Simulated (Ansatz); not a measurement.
# CH4GeS: the cost of one run

All numbers below are computed with Ansatz 0.2.0 (RKS PBE/def2-SVP).

### 1 The starting structure

Bond lengths: S1–C2 1.476 Å, C2–Ge3 1.911 Å, C2–H4 1.039 Å, Ge3–H5 1.541 Å, Ge3–H6 1.558 Å, Ge3–H7 1.610 Å. Angles: S1–C2–Ge3 120.4°, S1–C2–H4 121.7°, Ge3–C2–H4 117.7°, C2–Ge3–H5 110.5°, C2–Ge3–H6 110.5°, C2–Ge3–H7 108.9°, H5–Ge3–H6 110.7°, H5–Ge3–H7 108.6°, H6–Ge3–H7 107.6°.

Coordinates:

```xyz
7

S    -0.3243   -1.9071    1.1472
C    -0.5529   -1.0111   -0.0026
Ge    0.3019    0.6962   -0.0834
H    -1.1077   -1.3129   -0.8276
H    -0.0229    1.4012   -1.4152
H    -0.1281    1.5800    1.1260
H     1.8952    0.4856    0.0099
```

### 2 Relaxing end A

input.yaml

```yaml
crystal:
  periodic: [false, false, false]
  atoms:
    - { symbol: S, position_ang: [-0.3243, -1.9071, 1.1472] }
    - { symbol: C, position_ang: [-0.5529, -1.0111, -0.0026] }
    - { symbol: Ge, position_ang: [0.3019, 0.6962, -0.0834] }
    - { symbol: H, position_ang: [-1.1077, -1.3129, -0.8276] }
    - { symbol: H, position_ang: [-0.0229, 1.4012, -1.4152] }
    - { symbol: H, position_ang: [-0.1281, 1.58, 1.126] }
    - { symbol: H, position_ang: [1.8952, 0.4856, 0.0099] }
basis:
  gaussian: { orbitals: def2-SVP }
hamiltonian:
  xc: pbe
relax:
  f_tol: 0.015
  max_steps: 40
```

Started as:

```bash
$ ansatz run input.yaml --threads 1 --pin off --max-ram 2048MiB --backend cpu --events-out ev --progress --plain --runs-dir out
```

What time and memory should one allow on 1 thread of Arm Neoverse V2, shared host?

About 15 s, with a peak of 0.12 GiB.
